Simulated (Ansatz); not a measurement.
# C6H8O3Zr: basis-set convergence

One table from this session's results is given with a row withheld; the runs are named, their logs left out.

The runs use Ansatz 0.2.0, Gaussian basis; one geometry, several basis sets.

Levels to be run: PBE0-D4/def2-SVP; ωB97M-V/def2-SVP; PBE0-D4/def2-QZVPP; ωB97M-V/def2-QZVPP; the functionals' def2-TZVPP values are taken from earlier runs.

## Structure used throughout

All runs share one geometry, relaxed beforehand with PBE0-D4 in a triple-zeta def2 set. Zr takes the def2 core potential; no spin-orbit term is included.

SMILES `[OH][Zr]([OH])([OH])[c]1ccccc1`, 18 atoms, charge 0, spin multiplicity 1.

Atoms are counted from 1 here; the program's logs count them from 0.

Bond lengths: O1–Zr2 1.922 Å, O1–H11 0.952 Å, Zr2–O3 1.923 Å, Zr2–O4 1.926 Å, Zr2–C5 2.235 Å, O3–H12 0.952 Å, O4–H13 0.952 Å, C5–C6 1.400 Å, C5–C10 1.400 Å, C6–C7 1.389 Å, C6–H14 1.087 Å, C7–C8 1.387 Å, C7–H15 1.085 Å, C8–C9 1.388 Å, C8–H16 1.085 Å, C9–C10 1.388 Å, C9–H17 1.085 Å, C10–H18 1.088 Å. Angles: Zr2–O1–H11 168.8°, O1–Zr2–O3 111.9°, O1–Zr2–O4 113.2°, O1–Zr2–C5 106.3°, O3–Zr2–O4 113.5°, O3–Zr2–C5 106.0°, O4–Zr2–C5 105.2°, Zr2–O3–H12 167.3°, Zr2–O4–H13 161.8°, Zr2–C5–C6 122.3°, Zr2–C5–C10 120.7°, C6–C5–C10 117.0°, C5–C6–C7 121.7°, C5–C6–H14 119.8°, C7–C6–H14 118.5°, C6–C7–C8 119.9°, C6–C7–H15 120.1°, C8–C7–H15 120.0° and more.

Coordinates:

```xyz
18

O     1.1264   -2.6027   -1.5536
Zr    1.0629   -1.8284    0.2043
O     0.0302   -2.8994    1.4220
O     2.8004   -1.3496    0.8841
C    -0.0408    0.1046   -0.0019
C     0.5650    1.3418    0.2476
C    -0.1314    2.5353    0.1097
C    -1.4611    2.5192   -0.2839
C    -2.0894    1.3081   -0.5374
C    -1.3840    0.1216   -0.3963
H     1.1662   -3.1481   -2.3324
H    -0.2918   -3.5009    2.0856
H     3.7220   -1.3905    1.1201
H     1.6055    1.3810    0.5589
H     0.3632    3.4800    0.3099
H    -2.0083    3.4492   -0.3923
H    -3.1299    1.2905   -0.8444
H    -1.9050   -0.8117   -0.5999
```

Set-up of the first run:

File in.yaml:

```yaml
crystal:
  periodic: [false, false, false]
  atoms:
    - {symbol: O, position_ang: [1.126403, -2.602679, -1.553576]}
    - {symbol: Zr, position_ang: [1.062920, -1.828406, 0.204348]}
    - {symbol: O, position_ang: [0.030171, -2.899417, 1.421983]}
    - {symbol: O, position_ang: [2.800354, -1.349582, 0.884103]}
    - {symbol: C, position_ang: [-0.040822, 0.104592, -0.001929]}
    - {symbol: C, position_ang: [0.565007, 1.341823, 0.247572]}
    - {symbol: C, position_ang: [-0.131365, 2.535262, 0.109653]}
    - {symbol: C, position_ang: [-1.461082, 2.519171, -0.283923]}
    - {symbol: C, position_ang: [-2.089401, 1.308092, -0.537422]}
    - {symbol: C, position_ang: [-1.384026, 0.121605, -0.396320]}
    - {symbol: H, position_ang: [1.166179, -3.148119, -2.332418]}
    - {symbol: H, position_ang: [-0.291824, -3.500885, 2.085625]}
    - {symbol: H, position_ang: [3.722026, -1.390544, 1.120104]}
    - {symbol: H, position_ang: [1.605452, 1.381020, 0.558914]}
    - {symbol: H, position_ang: [0.363205, 3.480018, 0.309934]}
    - {symbol: H, position_ang: [-2.008297, 3.449240, -0.392348]}
    - {symbol: H, position_ang: [-3.129898, 1.290504, -0.844384]}
    - {symbol: H, position_ang: [-1.904991, -0.811688, -0.599928]}
basis:
  gaussian: {orbitals: def2-SVP}
hamiltonian: {xc: pbe0, dispersion: d4}
output: {orbitals: {seedname: orbitals}}
```

Command:

```sh
ansatz run in.yaml --threads 4 --pin off --events-out ev --progress --plain --max-ram 46080MiB --backend cpu
```

Steps of the session up to this table: PBE0-D4 in def2-SVP; ωB97M-V in def2-SVP; PBE0-D4 in def2-QZVPP; ωB97M-V in def2-QZVPP.

One table of the session follows, with a row left open; its other results are not shown here.

It belongs to the step «Functionals by basis». 

| functional | basis | HOMO (eV) |
| --- | --- | --- |
| PBE0-D4 | def2-SVP | ? |
| PBE0-D4 | def2-TZVPP | -6.90 |
| PBE0-D4 | def2-QZVPP | -6.92 |
| ωB97M-V | def2-SVP | -8.85 |
| ωB97M-V | def2-TZVPP | -8.93 |
| ωB97M-V | def2-QZVPP | -8.96 |

**Question.** Estimate the row for PBE0-D4, def2-SVP.

The run gave: HOMO (eV): -6.82. In the column «HOMO (eV)» it is the highest.
